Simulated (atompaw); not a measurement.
# Pseudopotential generation for Pm: PAW (atompaw), PBE

Do these settings give a usable potential? It is generated, then checked for scattering, ghosts and hardness.

Method: atompaw 4.2.0.5, PBE, scalar-relativistic.

**1. The design**

The settings as typed:

- element: promethium (Pm, Z = 61)
- type: PAW
- frozen core: [Kr] 4d10
- valence charge: 15
- reference configuration: 4f5 5s2 5p6 5d0 6s2 6p0
- partial waves: 5s (bound): rc 2.55 bohr; 6s (bound): rc 2.45 bohr; 5p (bound): rc 2.60 bohr; 6p (bound, empty): rc 3.00 bohr; 5d (bound, empty): rc 3.00 bohr; 5d channel at 4.9 Ry: rc 3.00 bohr; 4f (bound): rc 1.40 bohr; 4f channel at 0.15 Ry: rc 1.40 bohr
- local potential: bessel scheme, radius 2.70 bohr
- core correction: smooth core density matched at 1.55 bohr
- augmentation charge: besselshape compensation charge, radius 2.45 bohr; PAW radius 3.00 bohr; waves and projectors: custom polynom2 7 10 vanderbiltortho

The nodes and maxima of the atom's own shells, from an earlier all-electron run, set the scale for the radii.

All-electron outer shells of the reference configuration (PBE, scalar-relativistic, ld1.x):

| shell | level (eV) | outermost node (bohr) | outermost maximum (bohr) |
| --- | --- | --- | --- |
| 4p | -236.70 | 0.31 | 0.58 |
| 4d | -122.76 | 0.29 | 0.60 |
| 5s | -41.87 | 0.70 | 1.29 |
| 5p | -22.67 | 0.75 | 1.46 |
| 6s | -3.54 | 1.74 | 3.72 |
| 4f | -2.15 | – | 0.64 |
| 5d | -1.80 | 0.86 | 2.20 |
| 6p | -1.22 | 2.10 | 5.02 |

**2. Generation**

The input, Pm.input:

```
Pm 61
GGA-PBE scalarrelativistic loggrid 2001 logderivrange -5 5 251
6 6 5 4 0 0
6 1 0
5 2 0
4 3 5
0 0 0
c
c
c
c
v
v
c
c
c
v
v
c
c
v
v
3
3.00 2.45 2.70 1.55
n
n
y
4.9
n
y
0.15
n
custom polynom2 7 10 vanderbiltortho besselshape
bessel
2.55
2.45
2.60
3.00
3.00
3.00
1.40
1.40
PWSCFOUT
UPFDX 0.0125d0 UPFXMIN -7.d0 UPFZMESH 61.d0
END
```

Run with:

```bash
atompaw < Pm.input > Pm.log
```

Before running it: what results should come out? Wanted: cutoffs for 10 and 1 mRy, occupied levels; bound ghosts; largest phase difference near zero energy, channels read; lowest eigenvalue of the overlap; share of valence orbitals outside the PAW sphere; UPF file.

**Answer**, as computed:

| quantity | value |
| --- | --- |
| cutoffs for 10 and 1 mRy, occupied levels | over 300 Ry and over 300 Ry |
| bound ghosts | none found |
| largest phase difference near zero energy, channels read | 0.169 rad |
| lowest eigenvalue of the overlap (Bessel basis) | 0.697 (p) |
| share of valence orbitals outside the PAW sphere | 5s 1 %, 6s 83 %, 5p 3 %, 6p 95 %, 5d 49 %, 4f 2 % |
| UPF file | written |

In words: It counts as very hard, with over 300 Ry needed at the looser tolerance. The slowest occupied level is 4f: taken alone it needs over 300 Ry to come within 1 mRy, against 35 Ry for 5p. The Bessel-basis test finds no level below the valence levels. Of the channels read, p scatters worst near zero energy, by up to 0.17 rad. In the p channel the atom's pole at 3.78 Ry sits lower, at 1.76 Ry, in the pseudo curve.
